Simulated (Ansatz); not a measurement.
# CuLaTe2: short molecular dynamics of a 4-atom cell

How do the atoms of CuLaTe2 (ordering on rocksalt) move when started on their sites? Runs: PBEsol, 30 steps of 1.5 fs under a Langevin thermostat and barostat at 2200 K; PBEsol, 30 steps of 2 fs under a Langevin thermostat and barostat at 100 K. The cell is a 1×1×1 supercell of the structure relaxed with r2SCAN.

Method: DFT, plane waves, PAW, no spin polarisation, in Ansatz 0.2.0.

## 1. Starting point

The cell holds 4 atoms (CuLaTe2): a = 7.227 Å, b = 7.227 Å, c = 7.227 Å, α = 36.08°, β = 36.08°, γ = 36.08°.

As a file:

```cif
data_structure
_symmetry_space_group_name_H-M 'P 1'
_symmetry_Int_Tables_number 1
_cell_length_a 7.2273
_cell_length_b 7.2273
_cell_length_c 7.2273
_cell_angle_alpha 36.075
_cell_angle_beta 36.075
_cell_angle_gamma 36.075
_cell_volume 117.09
loop_
_atom_site_label
_atom_site_type_symbol
_atom_site_fract_x
_atom_site_fract_y
_atom_site_fract_z
_atom_site_occupancy
Cu1 Cu 0.00000 0.00000 0.00000 1
La1 La 0.50000 0.50000 0.50000 1
Te1 Te 0.26089 0.26089 0.26089 1
Te2 Te 0.73911 0.73911 0.73911 1
```

## 2. Run 1: PBEsol

The input, input.yaml:

```yaml
crystal:
  lattice:
    - [2.2378723225, 1.2920361878, 6.7495388576]
    - [-2.2378723225, 1.2920361878, 6.7495388576]
    - [0.0, -2.5840723756, 6.7495388576]
  atoms:
    - { symbol: Cu, position: [1.0, 0.0, 0.0] }
    - { symbol: La, position: [0.5, 0.5, 0.5] }
    - { symbol: Te, position: [0.2608883541, 0.2608883541, 0.2608883541] }
    - { symbol: Te, position: [0.7391116459, 0.7391116459, 0.7391116459] }
kpoints:
  mp_grid: { grid: [4, 4, 4] }
hamiltonian:
  xc: pbesol
scf:
  occupations: { method: fermi_dirac, width: 0.19 }
md:
  ensemble: npt_langevin
  temperature: 2200
  timestep: 1.5
  n_steps: 30
  initial_velocities: maxwell_boltzmann
  seed: 8391
```

Started as:

```sh
$ ansatz run input.yaml --threads 4 --pin off --max-ram 3686MiB --backend cpu --events-out ev --progress --plain --runs-dir out
```

The program printed, cut to the lines that bear on the results:

```text
Warning: md: disabling space-group detection — thermal motion breaks the input geometry's symmetry, so no spatial operation reduces the k-mesh or symmetrises the density; time reversal is kept, so that k and −k are solved as one point where they differ and the mesh holds both, and exact [...]
Warning: RAYON_NUM_THREADS=4 ignored (pool sized by the plan → 4); use --threads N
[...]
band count auto-derived: 40 (N_el = 62.0; filled up to band 31; 38 by the electrons, moments and atoms)
[...]
Pseudopotentials: kind: paw
Pseudopotential: Cu, paw, valence charge 19, recommended cutoff 420 eV (normal), Cu.paw.azcp
Pseudopotential: La, paw, valence charge 11, recommended cutoff 420 eV (normal), La.paw.azcp
Pseudopotential: Te, paw, valence charge 16, recommended cutoff 420 eV (normal), Te.paw.azcp
Functional definition: PBEsol
[...]
Crystal: 4 atoms, lattice volume = 117.094 Å³
Basis set: ecut = 420 eV (smoothed over ±3.0 %; plane waves to 437.0 eV, density to 1747.9 eV), 2441 PW (Γ), FFT grids on a1−a3, a2−a3, a3, exchange–correlation on 64×64×100 points (8 copies of the dense FFT grid, shifted against one another)
Bands: 40, of which v1, the nominal top of the filled ones, is band 31 counted from 1 (30 counted from 0)
Symmetry: 1 space group operations
k-points: 36 of 64 (time reversal used)
[...]
SCF iter   1: F=—  HF=-26555.956715 eV  |F-HF|=—  |Δ(HF+E_count)|=         —  Δρ=6.54e-3  dr2=2.90e-2  ethr=1.77e-3  ⟨swp⟩=5.9  Hψ=5152  notcnv=0
[...]
md step     0: t =     0.00 fs  T =  1650.0 K  F+E_penalty+E_count = -26555.94987451 eV  E_kin = 0.853116 eV  conserved = -26555.99973035 eV  P_inst = -1.9917 GPa  V = 117.0942 Å³  selection 1  (9 SCF iters)
[...]
md step     1: t =     1.50 fs  T =  1440.5 K  F+E_penalty+E_count = -26555.94725411 eV  E_kin = 0.744773 eV  conserved = -26555.99970092 eV  P_inst = -2.0640 GPa  V = 117.1343 Å³  selection 1  (7 SCF iters)
[...]
SCF iter   3: F=—  HF=-26555.943498 eV  |F-HF|=—  |Δ(HF+E_count)|=   2.03e-5  Δρ=1.75e-4  dr2=2.41e-5  ethr=1.23e-7  ⟨swp⟩=2.8  Hψ=2574  notcnv=0
```

## 3. The output, continued: npt_langevin at 2200 K

The log, continued, cut to the lines that bear on the results:

```text
SCF iter   4: F=—  HF=-26555.943490 eV  |F-HF|=—  |Δ(HF+E_count)|=   8.16e-6  Δρ=3.66e-5  dr2=1.45e-6  ethr=3.89e-8  ⟨swp⟩=2.0  Hψ=2548  notcnv=0
[...]
md step     2: t =     3.00 fs  T =  1360.9 K  F+E_penalty+E_count = -26555.94349265 eV  E_kin = 0.703632 eV  conserved = -26555.99969222 eV  P_inst = -2.0806 GPa  V = 117.1969 Å³  selection 1  (7 SCF iters)
[...]
md step     9: t =    13.50 fs  T =  1278.1 K  F+E_penalty+E_count = -26555.92479147 eV  E_kin = 0.660824 eV  conserved = -26555.99966120 eV  P_inst = -1.6033 GPa  V = 116.6663 Å³  selection 1  (5 SCF iters)
[...]
md step    16: t =    24.00 fs  T =  1557.1 K  F+E_penalty+E_count = -26555.91745838 eV  E_kin = 0.805087 eV  conserved = -26555.99963467 eV  P_inst = -0.6004 GPa  V = 115.2235 Å³  selection 1  (5 SCF iters)
[...]
--- Forces (eV/Å), atoms counted from 1 ---
  atom   1  Cu    -0.03226617    -0.27990714     0.12826856
  atom   2  La     0.05190443     0.15183799    -0.34069727
  atom   3  Te     0.13453096    -0.57956719     0.45770940
  atom   4  Te    -0.15416889     0.70763975    -0.24528612
[...]
--- Stress (GPa, compression-positive) ---
       -2.894388       0.912937       0.889273
        0.912937       1.765774      -2.978079
        0.889273      -2.978079      -0.286610
  P = ⅓ Tr σ = -0.4717 GPa (-4.717 kbar)
--- MD trajectory: 30 steps, t = 0.0 → 45.0 fs ---
  final state: T = 1697.8 K   F+E_penalty+E_count = -26555.89399474 eV   E_kin = 0.877821 eV
  conserved energy: peak-to-peak 1.326e-4 eV (3.315e-5 eV/atom) over 45.0 fs
  cell: V = 113.9582 Å³ at the end; means of 31 rows, the approach among them: V = 115.6065 Å³, P_inst = -0.8936 GPa
  mean static stress (GPa): xx -2.8519  yy -0.2343  zz -1.5854  yz -1.6549  xz 0.7497  xy 0.6959
  the result is of one more SCF, on plane waves selected at the last cell: its energy does not rank with the rows'
```

It took 3.5 min on 4 threads of Arm Neoverse N1, shared host; peak memory 0.6 GiB.

## 4. What the atoms did

One step in 2; energies are changes from step 0; msd is the mean square displacement from the start, the centre of mass held:

```tsv
time (fs)	T (K)	potential energy change (meV/atom)	conserved energy change (meV/atom)	volume (Å³/atom)	pressure (GPa)	msd Cu (Å²)	msd Te (Å²)	msd La (Å²)
0.0	1650	0.0	0.00	29.27	-2.0	0.000	0.000	0.000
3.0	1361	1.6	0.01	29.30	-2.1	0.000	0.000	0.000
6.0	1460	3.7	0.01	29.32	-2.0	0.001	0.001	0.000
9.0	1572	5.4	0.02	29.30	-1.8	0.002	0.003	0.001
12.0	1254	6.0	0.02	29.21	-1.7	0.003	0.005	0.001
15.0	1307	6.3	0.02	29.11	-1.5	0.005	0.007	0.001
18.0	1871	6.2	0.02	28.98	-0.9	0.008	0.011	0.001
21.0	1712	6.8	0.02	28.86	-0.7	0.013	0.014	0.001
24.0	1557	8.1	0.02	28.81	-0.6	0.018	0.018	0.001
27.0	1486	9.5	0.02	28.72	-0.4	0.022	0.021	0.002
30.0	1187	11.0	0.03	28.65	-0.3	0.027	0.025	0.002
33.0	1056	13.4	0.03	28.64	-0.3	0.030	0.028	0.002
36.0	868	15.5	0.03	28.62	-0.3	0.032	0.032	0.002
39.0	1193	16.4	0.03	28.58	0.0	0.037	0.035	0.003
42.0	1532	15.6	0.03	28.55	0.2	0.043	0.038	0.004
45.0	1698	14.0	0.03	28.49	0.4	0.051	0.040	0.005
```

time (fs), T (K) and a bar:
```
      0.0       1650 ######################
      1.5       1440 ################
      4.5       1342 #############
      6.0       1460 ################
      7.5       1436 ################
     10.5       1082 #####
     12.0       1254 ##########
     13.5       1278 ###########
     15.0       1307 ############
     18.0       1871 #############################
     19.5       1906 ##############################
     21.0       1712 ########################
     24.0       1557 ###################
     25.5       1370 ##############
     27.0       1486 #################
     30.0       1187 ########
     31.5        971 #
     33.0       1056 ####
     34.5       1077 #####
     37.5        929 
     39.0       1193 ########
     40.5       1268 ##########
     43.5       1690 #######################
     45.0       1698 ########################
```

## 5. Positions and forces

Extended XYZ, with forces in eV/Å:

```xyz
4
Lattice="2.239 1.293 6.753 -2.239 1.293 6.753 0.000 -2.585 6.753" Properties=species:S:1:pos:R:3:forces:R:3 pbc="T T T" time_fs=6.0 T=1460 dE=0.0147
Cu    2.226    1.269    6.730   -0.015   -0.024   -0.002
La    0.006    0.004   10.142   -0.025   -0.012   -0.130
Te   -0.022    0.021    5.257    0.078   -0.050    0.337
Te    0.020   -0.028   14.981   -0.038    0.086   -0.204
4
Lattice="2.236 1.291 6.745 -2.236 1.291 6.745 0.000 -2.582 6.745" Properties=species:S:1:pos:R:3:forces:R:3 pbc="T T T" time_fs=12.0 T=1254 dE=0.0241
Cu    2.212    1.233    6.701   -0.032   -0.058   -0.004
La    0.010   -0.010   10.130   -0.032    0.047   -0.208
Te   -0.036    0.045    5.229    0.129   -0.154    0.461
Te    0.039   -0.059   14.962   -0.066    0.164   -0.248
4
Lattice="2.232 1.289 6.732 -2.232 1.289 6.732 0.000 -2.577 6.732" Properties=species:S:1:pos:R:3:forces:R:3 pbc="T T T" time_fs=16.5 T=1683 dE=0.0247
Cu    2.191    1.202    6.684   -0.047   -0.092    0.010
La    0.010   -0.018   10.103   -0.033    0.104   -0.245
Te   -0.050    0.067    5.207    0.166   -0.239    0.504
Te    0.049   -0.078   14.921   -0.086    0.227   -0.269
4
Lattice="2.227 1.286 6.715 -2.227 1.286 6.715 0.000 -2.571 6.715" Properties=species:S:1:pos:R:3:forces:R:3 pbc="T T T" time_fs=22.5 T=1516 dE=0.0296
Cu    2.163    1.148    6.663   -0.064   -0.154    0.031
La   -0.006   -0.013   10.068    0.000    0.134   -0.273
Te   -0.067    0.095    5.178    0.192   -0.332    0.542
Te    0.067   -0.107   14.867   -0.127    0.352   -0.300
4
Lattice="2.222 1.283 6.703 -2.222 1.283 6.703 0.000 -2.566 6.703" Properties=species:S:1:pos:R:3:forces:R:3 pbc="T T T" time_fs=28.5 T=1327 dE=0.0402
Cu    2.143    1.110    6.640   -0.068   -0.198    0.048
La   -0.019    0.000   10.028    0.009    0.108   -0.256
Te   -0.079    0.117    5.143    0.199   -0.398    0.576
Te    0.070   -0.133   14.820   -0.140    0.488   -0.369
4
Lattice="2.222 1.283 6.701 -2.222 1.283 6.701 0.000 -2.565 6.701" Properties=species:S:1:pos:R:3:forces:R:3 pbc="T T T" time_fs=33.0 T=1056 dE=0.0536
Cu    2.130    1.093    6.633   -0.067   -0.219    0.064
La   -0.024    0.000   10.012    0.016    0.128   -0.275
Te   -0.079    0.133    5.124    0.186   -0.479    0.592
Te    0.071   -0.154   14.797   -0.135    0.570   -0.381
4
Lattice="2.220 1.282 6.696 -2.220 1.282 6.696 0.000 -2.564 6.696" Properties=species:S:1:pos:R:3:forces:R:3 pbc="T T T" time_fs=39.0 T=1193 dE=0.0656
Cu    2.114    1.072    6.633   -0.057   -0.245    0.091
La   -0.034   -0.003    9.996    0.032    0.173   -0.332
Te   -0.078    0.147    5.106    0.166   -0.574    0.572
Te    0.079   -0.180   14.755   -0.141    0.646   -0.331
4
Lattice="2.218 1.280 6.689 -2.218 1.280 6.689 0.000 -2.561 6.689" Properties=species:S:1:pos:R:3:forces:R:3 pbc="T T T" time_fs=45.0 T=1698 dE=0.0559
Cu    2.101    1.040    6.651   -0.032   -0.280    0.128
La   -0.045    0.003    9.969    0.052    0.152   -0.341
Te   -0.069    0.149    5.088    0.135   -0.580    0.458
Te    0.088   -0.200   14.695   -0.154    0.708   -0.245
```

## 6. Run 2: PBEsol

Edit input.yaml of step 2 so:

```diff
@@ -15,9 +15,9 @@
 scf:
-  occupations: { method: fermi_dirac, width: 0.19 }
+  occupations: { method: fermi_dirac, width: 0.02 }
 md:
   ensemble: npt_langevin
-  temperature: 2200
-  timestep: 1.5
+  temperature: 100
+  timestep: 2.0
   n_steps: 30
   initial_velocities: maxwell_boltzmann
-  seed: 8391
+  seed: 6424
```

Started as:

```sh
$ ansatz run input.yaml --threads 4 --pin off --max-ram 3686MiB --backend cpu --events-out ev --progress --plain --runs-dir out
```

The program printed, cut to the lines that bear on the results:

```text
Warning: md: disabling space-group detection — thermal motion breaks the input geometry's symmetry, so no spatial operation reduces the k-mesh or symmetrises the density; time reversal is kept, so that k and −k are solved as one point where they differ and the mesh holds both, and exact [...]
Warning: RAYON_NUM_THREADS=4 ignored (pool sized by the plan → 4); use --threads N
[...]
[... 5 set-up lines as earlier in the session ...]
[...]
Crystal: 4 atoms, lattice volume = 117.094 Å³
Basis set: ecut = 420 eV (smoothed over ±3.0 %; plane waves to 437.0 eV, density to 1747.9 eV), 2441 PW (Γ), FFT grids on a1−a3, a2−a3, a3, exchange–correlation on 64×64×100 points (8 copies of the dense FFT grid, shifted against one another)
Bands: 38, of which v1, the nominal top of the filled ones, is band 31 counted from 1 (30 counted from 0)
[... 1 set-up line as earlier in the session ...]
k-points: 36 of 64 (time reversal used)
[...]
SCF iter   1: F=—  HF=-26555.932648 eV  |F-HF|=—  |Δ(HF+E_count)|=         —  Δρ=4.90e-3  dr2=1.61e-2  ethr=1.77e-3  ⟨swp⟩=6.5  Hψ=5344  notcnv=0
[...]
md step     0: t =     0.00 fs  T =    75.0 K  F+E_penalty+E_count = -26555.92740780 eV  E_kin = 0.038778 eV  conserved = -26555.92967397 eV  P_inst = -2.6789 GPa  V = 117.0942 Å³  selection 1  (9 SCF iters)
[...]
md step     1: t =     2.00 fs  T =    74.0 K  F+E_penalty+E_count = -26555.92881153 eV  E_kin = 0.038284 eV  conserved = -26555.92967805 eV  P_inst = -2.6684 GPa  V = 117.0333 Å³  selection 1  (6 SCF iters)
[...]
SCF iter   7: F=-26555.932373 eV  HF=-26555.932373 eV  |F-HF|=1.94e-9  |Δ(HF+E_count)|=  4.55e-10  Δρ=1.90e-6  dr2=3.26e-9  ethr=6.45e-12  ⟨swp⟩=5.1  Hψ=5936  notcnv=0
```

## 7. The log goes on: npt_langevin at 100 K

The log, continued, cut to the lines that bear on the results:

```text
[...]
md step     2: t =     4.00 fs  T =    75.6 K  F+E_penalty+E_count = -26555.93237285 eV  E_kin = 0.039068 eV  conserved = -26555.92969558 eV  P_inst = -2.6077 GPa  V = 116.8443 Å³  selection 1  (7 SCF iters)
[...]
md step     9: t =    18.00 fs  T =    96.5 K  F+E_penalty+E_count = -26555.97254973 eV  E_kin = 0.049896 eV  conserved = -26555.92977825 eV  P_inst = -1.4492 GPa  V = 113.9326 Å³  selection 1  (5 SCF iters)
[...]
md step    16: t =    32.00 fs  T =    74.5 K  F+E_penalty+E_count = -26555.98554640 eV  E_kin = 0.038510 eV  conserved = -26555.92977915 eV  P_inst = 0.4421 GPa  V = 110.1337 Å³  selection 1  (5 SCF iters)
[...]
md step    23: t =    46.00 fs  T =    65.8 K  F+E_penalty+E_count = -26555.97002959 eV  E_kin = 0.034046 eV  conserved = -26555.92967162 eV  P_inst = 1.7114 GPa  V = 108.0207 Å³  selection 1  (6 SCF iters)
[...]
Fermi energy:    11.184272 eV
[...]
--- Forces (eV/Å), atoms counted from 1 ---
  atom   1  Cu     0.00974555    -0.02555314    -0.06344184
  atom   2  La    -0.27448399     0.08494864    -0.11253153
  atom   3  Te     0.21149549     0.09914321     0.24717554
  atom   4  Te     0.05324224    -0.15853753    -0.07120118
[...]
--- Stress (GPa, compression-positive) ---
        2.056904       0.027644       0.021431
        0.027644       1.057636       0.639679
        0.021431       0.639679       1.101171
  P = ⅓ Tr σ = 1.4052 GPa (14.052 kbar)
--- MD trajectory: 30 steps, t = 0.0 → 60.0 fs ---
  final state: T = 51.1 K   F+E_penalty+E_count = -26555.97312811 eV   E_kin = 0.026405 eV
  conserved energy: peak-to-peak 1.343e-4 eV (3.358e-5 eV/atom) over 60.0 fs
  cell: V = 108.5669 Å³ at the end; means of 31 rows, the approach among them: V = 111.5461 Å³, P_inst = -0.1265 GPa
  mean static stress (GPa): xx 0.2398  yy -0.2954  zz -0.4389  yz 0.3353  xz 0.0072  xy 0.0095
  the result is of one more SCF, on plane waves selected at the last cell: its energy does not rank with the rows'
```

Run time: 3.1 min. Hardware: 4 threads of Arm Neoverse N1, shared host; peak memory 0.59 GiB.

## 8. The trajectory

One step in 3; energies are changes from step 0; msd is the mean square displacement from the start, the centre of mass held:

```tsv
time (fs)	T (K)	potential energy change (meV/atom)	conserved energy change (meV/atom)	volume (Å³/atom)	pressure (GPa)	msd Cu (Å²)	msd Te (Å²)	msd La (Å²)
0.0	75	0.0	0.00	29.27	-2.7	0.000	0.000	0.000
6.0	75	-2.6	-0.01	29.14	-2.5	0.000	0.000	0.000
12.0	106	-7.1	-0.02	28.85	-2.1	0.001	0.000	0.000
18.0	97	-11.3	-0.03	28.48	-1.4	0.002	0.001	0.000
24.0	103	-14.2	-0.03	28.06	-0.7	0.003	0.001	0.000
30.0	94	-14.8	-0.03	27.66	0.2	0.005	0.001	0.001
36.0	72	-13.4	-0.02	27.29	1.0	0.007	0.002	0.001
42.0	79	-11.5	0.00	27.08	1.5	0.009	0.002	0.001
48.0	62	-10.3	0.00	26.99	1.8	0.012	0.003	0.001
54.0	48	-10.2	0.00	27.01	1.7	0.014	0.003	0.001
60.0	51	-11.4	-0.01	27.14	1.4	0.017	0.004	0.001
```

time (fs), T (K) and a bar:
```
      0.0         75 ##############
      2.0         74 ##############
      6.0         75 ##############
      8.0         89 ######################
     10.0         93 ########################
     14.0        104 ##############################
     16.0         90 ######################
     18.0         97 ##########################
     20.0         84 ###################
     24.0        103 #############################
     26.0         95 #########################
     28.0         95 #########################
     32.0         74 ##############
     34.0         68 ###########
     36.0         72 #############
     40.0         71 ############
     42.0         79 ################
     44.0         71 ############
     46.0         66 #########
     50.0         52 ##
     52.0         50 #
     54.0         48 
     58.0         59 ######
     60.0         51 ##
```

## 9. Snapshots as a file

Extended XYZ, with forces in eV/Å:

```xyz
4
Lattice="2.232 1.289 6.732 -2.232 1.289 6.732 0.000 -2.577 6.732" Properties=species:S:1:pos:R:3:forces:R:3 pbc="T T T" time_fs=8.0 T=89 dE=-0.0164
Cu    2.245    1.280    6.725    0.016   -0.010   -0.006
La    0.001   -0.001   10.103   -0.017    0.014   -0.028
Te   -0.004   -0.001    5.276    0.001    0.008    0.115
Te   -0.004    0.007   14.919   -0.001   -0.012   -0.081
4
Lattice="2.221 1.282 6.698 -2.221 1.282 6.698 0.000 -2.565 6.698" Properties=species:S:1:pos:R:3:forces:R:3 pbc="T T T" time_fs=16.0 T=90 dE=-0.0398
Cu    2.245    1.265    6.684    0.027   -0.019   -0.013
La    0.003    0.000   10.060   -0.044    0.020   -0.065
Te   -0.010   -0.005    5.259    0.012    0.031    0.132
Te   -0.009    0.017   14.840    0.004   -0.033   -0.055
4
Lattice="2.210 1.276 6.666 -2.210 1.276 6.666 0.000 -2.552 6.666" Properties=species:S:1:pos:R:3:forces:R:3 pbc="T T T" time_fs=22.0 T=103 dE=-0.0539
Cu    2.243    1.248    6.647    0.032   -0.025   -0.020
La    0.007    0.000   10.017   -0.074    0.024   -0.089
Te   -0.013   -0.009    5.238    0.026    0.047    0.172
Te   -0.013    0.021   14.767    0.016   -0.047   -0.063
4
Lattice="2.196 1.268 6.623 -2.196 1.268 6.623 0.000 -2.536 6.623" Properties=species:S:1:pos:R:3:forces:R:3 pbc="T T T" time_fs=30.0 T=94 dE=-0.0592
Cu    2.240    1.225    6.597    0.034   -0.026   -0.029
La    0.013   -0.004    9.960   -0.127    0.034   -0.122
Te   -0.019   -0.016    5.209    0.060    0.067    0.228
Te   -0.019    0.026   14.671    0.033   -0.075   -0.077
4
Lattice="2.184 1.261 6.587 -2.184 1.261 6.587 0.000 -2.522 6.587" Properties=species:S:1:pos:R:3:forces:R:3 pbc="T T T" time_fs=38.0 T=76 dE=-0.0508
Cu    2.235    1.203    6.552    0.027   -0.024   -0.039
La    0.018   -0.005    9.909   -0.182    0.045   -0.140
Te   -0.026   -0.019    5.184    0.110    0.083    0.280
Te   -0.021    0.032   14.591    0.045   -0.103   -0.101
4
Lattice="2.179 1.258 6.573 -2.179 1.258 6.573 0.000 -2.516 6.573" Properties=species:S:1:pos:R:3:forces:R:3 pbc="T T T" time_fs=44.0 T=71 dE=-0.0441
Cu    2.234    1.187    6.532    0.022   -0.022   -0.046
La    0.020   -0.006    9.890   -0.214    0.056   -0.142
Te   -0.033   -0.020    5.177    0.146    0.090    0.292
Te   -0.023    0.037   14.561    0.046   -0.124   -0.104
4
Lattice="2.178 1.258 6.569 -2.178 1.258 6.569 0.000 -2.515 6.569" Properties=species:S:1:pos:R:3:forces:R:3 pbc="T T T" time_fs=52.0 T=50 dE=-0.0401
Cu    2.234    1.173    6.521    0.014   -0.020   -0.054
La    0.023   -0.008    9.886   -0.255    0.079   -0.136
Te   -0.042   -0.020    5.177    0.192    0.090    0.292
Te   -0.026    0.043   14.555    0.049   -0.148   -0.101
4
Lattice="2.182 1.260 6.582 -2.182 1.260 6.582 0.000 -2.520 6.582" Properties=species:S:1:pos:R:3:forces:R:3 pbc="T T T" time_fs=60.0 T=51 dE=-0.0457
Cu    2.239    1.159    6.526    0.010   -0.026   -0.063
La    0.026   -0.006    9.902   -0.274    0.085   -0.113
Te   -0.046   -0.020    5.190    0.211    0.099    0.247
Te   -0.028    0.050   14.582    0.053   -0.159   -0.071
```

## 10. Summary of results

| quantity | value |
| --- | --- |
| run 1: length | 30 steps of 1.5 fs |
| run 1: temperature, first and last step | 1650 and 1698 K |
| run 1: temperature, second half | mean 1295 K, from 868 to 1698 K |
| run 1: potential energy, second half | +13 meV/atom from this run's first step |
| run 1: largest change of the conserved energy | 0.03 meV/atom |
| run 1: volume, first and last step | 29.27 and 28.49 Å³/atom |
| run 1: mean square displacement, second half | Cu 0.031, Te 0.029, La 0.002 Å² |
| run 2: length | 30 steps of 2 fs |
| run 2: temperature, first and last step | 75 and 51 K |
| run 2: temperature, second half | mean 65 K, from 48 to 94 K |
| run 2: potential energy, second half | -12 meV/atom from this run's first step |
| run 2: largest change of the conserved energy | 0.03 meV/atom |
| run 2: volume, first and last step | 29.27 and 27.14 Å³/atom |
| run 2: mean square displacement, second half | Cu 0.010, Te 0.002, La 0.001 Å² |

What this shows: Run 1: Against a set 2200 K the second half averages 1295 K with a spread of 260 K (in equilibrium 4 atoms would scatter by about 898 K, over a far longer run). The conserved energy strays from its start by at most 0.03 meV/atom, under 0.1 % of the mean kinetic energy, which is good for a step of 1.5 fs. No atom gets farther than 0.23 Å from its start, with the drift of the whole removed, against a typical distance of 3.0 Å between sites at the start. The volume changes by -2.7 % from first to last step, and is still moving at the end, so it is no equilibrium value. Run 2: Against a set 100 K the second half averages 65 K, going from 94 to 51 K over that half. The conserved energy strays from its start by at most 0.03 meV/atom, 0.3 % of the mean kinetic energy, which is good for a step of 2 fs. The farthest move is 0.13 Å, against a mean nearest distance of 3.0 Å at the start: no atom has changed site so far. The volume changes by -7.3 % from first to last step, and is still moving at the end, so it is no equilibrium value. Averages from a run of 60 fs with 4 atoms are rough.
